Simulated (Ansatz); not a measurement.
# CH₃BZn (SMILES C=[B][ZnH]): single points off equilibrium

The task here is to estimate one member of a computed series from the others.

Program: Ansatz 0.2.0, Gaussian basis. Level of theory: single points in def2-TZVPP. These are calculated values, not measurements.

Correlated methods freeze the cores. The 3s and 3p shells of Cu and Zn are frozen; filled d shells are correlated.

### The system as given

SMILES `C=[B][ZnH]`, 6 atoms, charge 0, spin multiplicity 1.

Atoms are counted from 1 here; the program's logs count them from 0.

Bond lengths: C1–B2 1.315 Å, C1–H4 1.146 Å, C1–H5 1.340 Å, B2–Zn3 2.067 Å, Zn3–H6 1.541 Å. Angles: B2–C1–H4 125.3°, B2–C1–H5 122.2°, H4–C1–H5 112.5°, C1–B2–Zn3 170.0°, B2–Zn3–H6 171.1°.

As a file:

```
C    -0.9330    0.0029   -0.9804
B    -0.0645    0.0823    0.0044
Zn    1.3351   -0.1491    1.5084
H    -1.2682   -0.9667   -1.4902
H    -1.4777    1.0916   -1.5414
H     2.3806   -0.0816    2.6386
```

Set-up of the first run:

The input, run/in.yaml:

```yaml
crystal:
  periodic: [false, false, false]
  atoms:
    - {symbol: C, position_ang: [-0.933000, 0.002900, -0.980400]}
    - {symbol: B, position_ang: [-0.064500, 0.082300, 0.004400]}
    - {symbol: Zn, position_ang: [1.335100, -0.149100, 1.508400]}
    - {symbol: H, position_ang: [-1.268200, -0.966700, -1.490200]}
    - {symbol: H, position_ang: [-1.477700, 1.091600, -1.541400]}
    - {symbol: H, position_ang: [2.380600, -0.081600, 2.638600]}
basis:
  gaussian: {orbitals: def2-TZVPP}
correlation: {method: ccsd_t, frozen_orbitals: {B: 1, C: 1, H: 0, Zn: 9}}
output: {forces: true}
```

The command line of these runs was not kept.

Among the steps run: CCSD(T)/def2-TZVPP; PBE0-D4/def2-TZVPP; wB97M-V/def2-TZVPP; r2SCAN-D4/def2-TZVPP; PBE-D4/def2-TZVPP; B97M-V/def2-TZVPP; BLYP-D4/def2-TZVPP.

One table of the session follows, with a row left open; its other results are not shown here.

```
   method  RMS force component (eV/Å)  angle to CCSD(T) forces (°)  dipole (D)
  CCSD(T)                       2.524                    reference        0.40
  PBE0-D4                       2.371                          3.5        0.31
  wB97M-V                       2.336                          4.2        0.41
r2SCAN-D4                       2.384                          2.6        0.28
   PBE-D4                           ?                            ?           ?
   B97M-V                       2.379                          3.8        0.31
  BLYP-D4                       2.302                          1.9        0.26
```

**Question.** Estimate the row for PBE-D4.

As computed: RMS force component (eV/Å): 2.353; angle to CCSD(T) forces (°): 2.2; dipole (D): 0.26. In the column «RMS force component (eV/Å)» it lies between wB97M-V (2.336) and PBE0-D4 (2.371).
